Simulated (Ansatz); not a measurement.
# LaCuS2: how the settings move a single-point run

Question: which choices in the input matter for LaCuS2? The cell is built on a prototype (ordering on rocksalt) and needn't be the phase found in nature.

Method: reference: DFT, PBEsol, plane waves, PAW, in Ansatz 0.2.0.

1 further run of the same task is left out (for a known fault of the program). Runs told in other sessions of the task aren't counted.

### Step 1. The starting structure

Symmetry: P4/mmm, No. 123, tetragonal system. The conventional cell has a = 4.052 Å, b = 4.052 Å, c = 5.512 Å, α = 90.00°, β = 90.00°, γ = 90.00°. Around Cu (site symmetry 4/mmm) lie 6 S at 2.76 to 2.87 Å. S (site symmetry 4/mmm) is surrounded by 2 Cu at 2.76 Å and 4 La at 2.87 Å. La (site symmetry 4/mmm) has 6 S at 2.76 to 2.87 Å in its first shell of neighbours. S (site symmetry 4/mmm) is surrounded by 2 La at 2.76 Å and 4 Cu at 2.87 Å.

Structure file:

```
CELL_PARAMETERS angstrom
4.05201 0.00000 0.00000
0.00000 4.05201 0.00000
0.00000 0.00000 5.51220
ATOMIC_POSITIONS crystal
Cu 0.00000 0.00000 0.00000
S 0.00000 0.00000 0.50000
La 0.50000 0.50000 0.50000
S 0.50000 0.50000 0.00000
```

### Step 2. Reference

Contents of input.yaml:

```yaml
crystal:
  lattice:
    - [4.0520135792, 0.0, 0.0]
    - [0.0, 4.0520135792, 0.0]
    - [0.0, 0.0, 5.5122015137]
  atoms:
    - { symbol: Cu, position: [0.0, 0.0, 0.0] }
    - { symbol: S, position: [0.0, 0.0, 0.5] }
    - { symbol: La, position: [0.5, 0.5, 0.5] }
    - { symbol: S, position: [0.5, 0.5, 0.0] }
kpoints:
  mp_grid: { grid: [4, 4, 4] }
hamiltonian:
  xc: pbesol
scf:
  occupations: { method: fermi_dirac, width: 0.02 }
  n_extra_bands: 5
output:
  forces: true
  stress: true
  eigenvalues: true
```

Started as:

```sh
> ansatz run input.yaml --threads 4 --pin off --max-ram 3686MiB --backend cpu --events-out ev --progress --plain --runs-dir out
```

### Step 3. Changing settings: mp_grid.grid [2, 2, 2]

Changes to input.yaml since step 2:

```diff
@@ -11,3 +11,3 @@
 kpoints:
-  mp_grid: { grid: [4, 4, 4] }
+  mp_grid: { grid: [2, 2, 2] }
 hamiltonian:
```

### Step 4. Changed: mixing.ndim 30

Changes to input.yaml since step 2:

```diff
@@ -17,2 +17,4 @@
   n_extra_bands: 5
+  mixing: { ndim: 30 }
+  max_iter: 96
 output:
```

### Step 5. Changing settings: xc_grid 3

Changes to input.yaml since step 2:

```diff
@@ -21 +21,3 @@
   eigenvalues: true
+basis:
+  xc_grid: 3
```

### Step 6. Changed: occupations.method methfessel_paxton, occupations.width 0.001

Changes to input.yaml since step 2:

```diff
@@ -15,3 +15,3 @@
 scf:
-  occupations: { method: fermi_dirac, width: 0.02 }
+  occupations: { method: methfessel_paxton, width: 0.001 }
   n_extra_bands: 5
```

### Step 7. Changed: occupations.method cold, occupations.width 0.001

Changes to input.yaml since step 2:

```diff
@@ -15,3 +15,3 @@
 scf:
-  occupations: { method: fermi_dirac, width: 0.02 }
+  occupations: { method: cold, width: 0.001 }
   n_extra_bands: 5
```

### Step 8. Variant: occupations.method gaussian, occupations.width 0.001

Changes to input.yaml since step 2:

```diff
@@ -15,3 +15,3 @@
 scf:
-  occupations: { method: fermi_dirac, width: 0.02 }
+  occupations: { method: gaussian, width: 0.001 }
   n_extra_bands: 5
```

Before running it: what results should come out? Wanted: for each run, ending; energy change; pressure; gap; force.

As calculated:

```csv
run,ending,energy change,pressure (GPa),gap (eV),force (eV/Å),cycles,time
reference,converged,0,-3.3,0.00,0.00,9,2 s
"1: mp_grid.grid [2, 2, 2]",converged,+176.0 meV/atom,-2.0,0.00,0.00,15,1.3 s
2: mixing.ndim 30,converged,0.0 meV/atom,-3.3,0.00,0.00,7,1.8 s
3: xc_grid 3,converged,0.0 meV/atom,-3.3,0.00,0.00,9,2 s
"4: occupations.method methfessel_paxton, occupations.width 0.001",converged,+0.1 meV/atom (σ→0),-3.3,0.01,0.00,8,1.9 s
"5: occupations.method cold, occupations.width 0.001",converged,+0.1 meV/atom (σ→0),-3.3,0.01,0.00,8,2 s
"6: occupations.method gaussian, occupations.width 0.001",converged,+0.1 meV/atom (σ→0),-3.3,0.01,0.00,8,2 s
```

Residual by cycle in the longest SCF loop of each run; runs are numbered as in the table. The quantity is the density residual dr2, in eV.

```csv
cycle,reference,run 1,run 2,run 3,run 4,run 5,run 6
1,0.152,1.56,0.152,0.152,0.151,0.151,0.151
2,0.018,0.777,0.03,0.018,0.0123,0.0123,0.0123
4,0.00149,0.0424,3.4e-4,0.00149,6.3e-4,6.3e-4,6.3e-4
5,1.4e-4,0.57,8.1e-6,1.4e-4,4.4e-5,4.4e-5,4.4e-5
6,1.4e-5,0.0405,3.5e-6,1.4e-5,1.4e-6,1.4e-6,1.4e-6
7,3.4e-6,0.0529,8.8e-8,3.4e-6,1.8e-7,1.8e-7,1.8e-7
9,4.0e-8,8.0e-4,-,4.0e-8,-,-,-
10,-,4.5e-5,-,-,-,-,-
11,-,5.6e-4,-,-,-,-,-
12,-,6.5e-5,-,-,-,-,-
14,-,1.3e-7,-,-,-,-,-
15,-,2.2e-9,-,-,-,-,-
```

What this shows: The table holds what each change does; none stands out.
